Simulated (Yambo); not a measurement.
# Ta2C (P-3m1) in Yambo: a series of runs, part 2 of 2

Yambo 5.3.0. Earlier steps stand in the parts before.

## 4. Optical spectrum, LDA

The input, optics4.in:

```
optics
chi
Chimod= "HARTREE"
% BndsRnXd
 1 | 30 |
%
NGsBlkXd= 3 Ry
% LongDrXd
 0 | 0 | 1 |
%
% QpntsRXd
 1 | 1 |
%
% EnRngeXd
 0 | 10 | eV
%
% DmRngeXd
 0.3 | 0.3 | eV
%
ETStpsXd= 150
```

The input, scf.in:

```
&CONTROL
  calculation = 'scf'
  prefix = 'pwscf'
  outdir = './tmp'
  pseudo_dir = './pseudo'
/
&SYSTEM
  ibrav = 0
  nat = 3
  ntyp = 2
  ecutwfc = 82
  nbnd = 22
  occupations = 'smearing'
  smearing = 'fd'
  degauss = 0.00367493
  force_symmorphic = .true.
/
&ELECTRONS
  conv_thr = 6d-10
  electron_maxstep = 120
  mixing_beta = 0.5
/
ATOMIC_SPECIES
Ta   180.9479 Ta.upf
C     12.0110 C.upf
CELL_PARAMETERS angstrom
   3.1059000000    0.0000000000    0.0000000000
  -1.5529500000    2.6897883016    0.0000000000
   0.0000000000    0.0000000000    4.9464000000
ATOMIC_POSITIONS crystal
Ta     0.6666666667    0.3333333333    0.7479900000
Ta     0.3333333333    0.6666666667    0.2520100000
C      0.0000000000    0.0000000000    0.0000000000
K_POINTS automatic
12 12 6 0 0 0
```

The input, nscf.in:

```
&CONTROL
  calculation = 'nscf'
  prefix = 'pwscf'
  outdir = './tmp'
  pseudo_dir = './pseudo'
/
&SYSTEM
  ibrav = 0
  nat = 3
  ntyp = 2
  ecutwfc = 82
  nbnd = 40
  occupations = 'smearing'
  smearing = 'fd'
  degauss = 0.00367493
  force_symmorphic = .true.
/
&ELECTRONS
  conv_thr = 1d-08
  diago_full_acc = .true.
  diago_thr_init = 1d-06
/
ATOMIC_SPECIES
Ta   180.9479 Ta.upf
C     12.0110 C.upf
CELL_PARAMETERS angstrom
   3.1059000000    0.0000000000    0.0000000000
  -1.5529500000    2.6897883016    0.0000000000
   0.0000000000    0.0000000000    4.9464000000
ATOMIC_POSITIONS crystal
Ta     0.6666666667    0.3333333333    0.7479900000
Ta     0.3333333333    0.6666666667    0.2520100000
C      0.0000000000    0.0000000000    0.0000000000
K_POINTS automatic
9 9 6 0 0 0
```

Potentials or basis: PseudoDojo 0.4.1 SR LDA standard.

Launch:

```sh
> OMP_NUM_THREADS=1 pw.x -in scf.in > scf.out
> OMP_NUM_THREADS=1 pw.x -in nscf.in > nscf.out
> cd tmp/pwscf.save; p2y; mv SAVE ../..; cd ../..
> OMP_NUM_THREADS=1 yambo
> OMP_NUM_THREADS=1 yambo -F optics4.in -J optics4 -C optics4_out
```

Yambo's report:

```text
[... sections 02.01 to 02.04 as in the set-up run ...]

[... 5 lines left out ...]
  [X] Bosonic    Temperature                        :  0.258606E-1   300.100    [eV K]
  [X] Finite Temperature mode                       : yes
  [X] El. density                                   :  0.72598E+24 [cm-3]
  [X] Fermi Level                                   :  17.94031 [eV]

  [X] === Gaps and Widths ===
  [X] Conduction Band Min                           :  17.94031 [eV]
  [X] Valence Band Max                              :  17.94031 [eV]
  [X] Filled Bands                                  :  13
  [X] Metallic Bands                                :  14  16
  [X] Empty Bands                                   :   17   40

  [X] === Metallic Characters ===
  [X] N of el / N of met el                         :  30.00000   3.95928
  [X] Average metallic occ.                         :  0.329940

  [WARNING] [X] Metallic system

 [03] Transferred momenta grid and indexing
 ==========================================

 IBZ Q-points                                      :   62
[... 56 lines left out ...]
 Remaining 12 points informations can be written running with -fatlog

 [04] Dipoles
 ============

  [04.01] Setup: observables and procedures
  =========================================

  [WARNING] [x,Vnl] slows the Dipoles computation. To neglect it rename the ns.kb_pp file
  [WF-Oscillators/G space/Transverse up loader] Normalization (few states)  min/max  :  0.19395E-17   1.0000

  [WR./optics4//ndb.dipoles]------------------------------------------------------
   Brillouin Zone Q/K grids (IBZ/BZ)                :    62   486    62   486
   RL vectors                                       :   4391 [WF]
   Fragmentation                                    : yes
   Electronic Temperature                           :  300.1000 [K]
   Bosonic    Temperature                           :  300.1000 [K]
   DIP band range                                   :   1  30
   DIP band range limits                            :  16  14
   DIP e/h energy range                             : -1.000000 -1.000000 [eV]
   RL vectors in the sum                            :   4391
   [r,Vnl] included                                 : yes
   Bands ordered                                    : yes
   Direct v evaluation                              : no
   Approach used                                    : G-space v
   Dipoles computed                                 : R V P [G-space]
   Wavefunctions                                    : Slater exchange(X)+Perdew & Wang(C)

  [WARNING] [r,Vnl^pseudo] included in position and velocity dipoles.

  [WARNING] In case H contains other non local terms, these are neglected

 [05] Optics
 ===========

 [X-CG] R(p) Tot o/o(of R):   12749  115936     100

 [WARNING] The system is a metal but Drude term not included.
```

o-optics4.eps_q1_inv_rpa_dyson:

```text
# Absorption @ Q(1):   0.00000000      0.00000000      1.00000000    [q->0 direction]
#
# [ X ] Hartree size                              :   35
# [GEN] GF Energies                               : Slater exchange(X)+Perdew & Wang(C)
# [GEN] Green`s Function                          : Retarded
#
# [GEN] Gauge                                     : Length
# [GEN] [r,Vnl] included                          : yes
#
#    E[1] [eV]          Im(eps)            Re(eps)            Im(eps_o)          Re(eps_o)
#
        0.000000          -0.309850E-4        125.4220           0.71892E-15        126.0548
        0.067114           26.68751           120.7600           26.89584           121.3151
        0.134228           49.82558           107.0984           50.13713           107.4587
        0.201342           65.33179           86.56289           65.59023           86.72149
        0.268456           70.79314           64.19779           70.90147           64.25799
        0.335570           68.01628           45.44214           67.98894           45.51265
[... 142 lines left out ...]
        9.932886           4.885155          -2.551266           4.593228          -2.511355
        10.00000           4.832150          -2.514248           4.550261          -2.474366
#
```

Wall time 6.1 min (1 thread of Intel Xeon at 2.50GHz (Skylake/Cascade Lake), shared host); peak memory 0.6 GiB.

What came out:

```yaml
Band_gap_on_the_k_mesh_mean-field_level: none (metal or under the smearing width)
```

Dielectric function (along the field direction of the input):
```tsv
energy (eV)	real part	imaginary part
0.27	64.20	70.79
0.74	11.12	32.26
1.28	16.90	19.33
1.74	12.31	23.77
2.28	5.94	16.55
2.82	4.45	14.82
3.29	5.32	12.86
3.83	3.00	12.76
4.36	3.33	9.55
4.83	4.80	10.70
5.37	1.69	11.58
5.84	1.55	10.11
6.38	1.46	11.72
6.91	-1.53	10.17
7.38	-1.71	8.44
7.92	-2.06	7.44
8.46	-1.82	6.22
8.93	-1.71	6.39
9.46	-2.38	5.97
10.00	-2.51	4.83
```

Caveat: the intraband (Drude) term of the metal is left out; the ground state has no gap, which makes the many-body step unreliable; spectra need much finer meshes, so this one isn't converged; these spectra lack excitons. The run has no spin-orbit coupling, so splittings on Ta are missing.

## 5. The runs side by side

| direction of the field or of q to 0 | broadening | kernel | top of the energy range | energy points | gap on the mesh (eV) |
| --- | --- | --- | --- | --- | --- |
| x + y | 0.05 eV | adiabatic LDA | 15 eV | 200 | none |
| y | 0.05 eV | none (independent particles) | 30 eV | 200 | none |
| z | 0.3 eV | Hartree (RPA with local fields) | 10 eV | 150 | none |

Alike in all rows: task optical spectrum; level LDA; potentials or basis PseudoDojo 0.4.1 SR LDA standard; no spin polarisation; cell as given; k mesh 9 × 9 × 6; cutoff (eV) 1116; smearing fermi-dirac 0.05 eV.

Every run on the cell as given and a fine mesh finds a metal.

Caveats: the intraband (Drude) term of the metal is left out; the ground state has no gap, which makes the many-body step unreliable; spectra need much finer meshes, so this one isn't converged; these spectra lack excitons (some runs); independent-particle spectra lack excitons (some runs).

Total energies depend on the potentials used, so only differences within one code and one set of settings carry meaning.
